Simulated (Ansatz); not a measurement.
**C4H3FeO4P: geometry and vibrations**

What shape does C4H3FeO4P take? The plan is to relax it, check the end point by its vibrations and derive ideal-gas thermochemistry.

Program: Ansatz 0.2.0, Gaussian basis. Level of theory: RKS PBE0-D4/def2-TZVP. These are calculated values, not measurements.

The runs, in order: relaxation at PBE0-D4/def2-TZVP; harmonic vibrations at the same level.

2 further runs of the same task are left out: 1 that didn't finish, 1 set aside as unsound or not needed.

### 1 The starting structure

SMILES `[O+]#[C][Fe-5]([PH3+])([C]#[O+])([C]#[O+])[C]#[O+]`, 13 atoms, charge 0, spin multiplicity 1.

Atoms are counted from 1 here; the program's logs count them from 0.

Bond lengths: O1–C2 1.146 Å, C2–Fe3 1.796 Å, Fe3–P4 2.152 Å, Fe3–C5 1.797 Å, Fe3–C7 1.801 Å, Fe3–C9 1.756 Å, P4–H11 1.392 Å, P4–H12 1.392 Å, P4–H13 1.391 Å, C5–O6 1.145 Å, C7–O8 1.145 Å, C9–O10 1.145 Å. Angles: O1–C2–Fe3 176.7°, C2–Fe3–P4 91.2°, C2–Fe3–C5 121.7°, C2–Fe3–C7 119.4°, C2–Fe3–C9 87.3°, P4–Fe3–C5 91.6°, P4–Fe3–C7 92.6°, P4–Fe3–C9 177.8°, C5–Fe3–C7 118.6°, C5–Fe3–C9 87.8°, C7–Fe3–C9 89.6°, Fe3–P4–H11 122.5°, Fe3–P4–H12 122.6°, Fe3–P4–H13 122.7°, H11–P4–H12 93.7°, H11–P4–H13 93.6°, H12–P4–H13 93.7°, Fe3–C5–O6 176.8° and more.

The start is a GFN2-xTB geometry.

### 2 Geometry optimisation, PBE0-D4/def2-TZVP

Contents of in.yaml:

```yaml
crystal:
  periodic: [false, false, false]
  atoms:
    - {symbol: O, position_ang: [0.584450, -0.046080, 2.927960]}
    - {symbol: C, position_ang: [0.456740, 0.049800, 1.793330]}
    - {symbol: Fe, position_ang: [0.339370, 0.260730, 0.013520]}
    - {symbol: P, position_ang: [-1.356870, -1.061240, -0.075740]}
    - {symbol: C, position_ang: [-0.604630, 1.602930, -0.718490]}
    - {symbol: O, position_ang: [-1.153820, 2.496030, -1.179930]}
    - {symbol: C, position_ang: [1.320300, -0.793390, -1.067440]}
    - {symbol: O, position_ang: [1.995290, -1.417480, -1.749710]}
    - {symbol: C, position_ang: [1.693920, 1.370750, 0.140070]}
    - {symbol: O, position_ang: [2.572160, 2.100290, 0.231860]}
    - {symbol: H, position_ang: [-2.553000, -0.787360, 0.581120]}
    - {symbol: H, position_ang: [-1.306920, -2.377390, 0.373310]}
    - {symbol: H, position_ang: [-1.987000, -1.397600, -1.269870]}
basis:
  gaussian: {orbitals: def2-TZVP}
hamiltonian: {xc: pbe0, dispersion: d4}
relax: {f_tol: 0.005, max_steps: 150}
```

Command:

```bash
ansatz run in.yaml --threads 4 --pin off --events-out ev --progress --plain --max-ram 66560MiB --backend cuda --devices 0, --max-vram 37GiB
```

Further steps of the session: Vibrations by finite differences.

Q: Predict the results of all the runs planned. Wanted: point group; shift from the start; total energy; dispersion term; dipole moment; lowest, highest wavenumber.

**Answer**, as computed:

| quantity | value |
| --- | --- |
| point group | C3v |
| steps | 7 |
| shift from the start (rms) | 0.100 Å |
| total energy | -56045.2098 eV |
| dispersion term | -430 meV |
| dipole moment | 3.65 D |
| lowest, highest wavenumber | -46, 2466 cm⁻¹ |

In words: The relaxed geometry lies 0.10 Å (rms) from the start; the bond that changed most is Fe3–P4, from 2.152 to 2.203 Å. 1 imaginary mode (down to -46 cm⁻¹): the end point is a saddle, not a minimum. The stiffest mode, 2466 cm⁻¹, is a P–H stretch. Harmonic hybrid wavenumbers usually lie a few per cent above measured fundamentals. The largest Mulliken charge, +0.16 e, sits on Fe3.
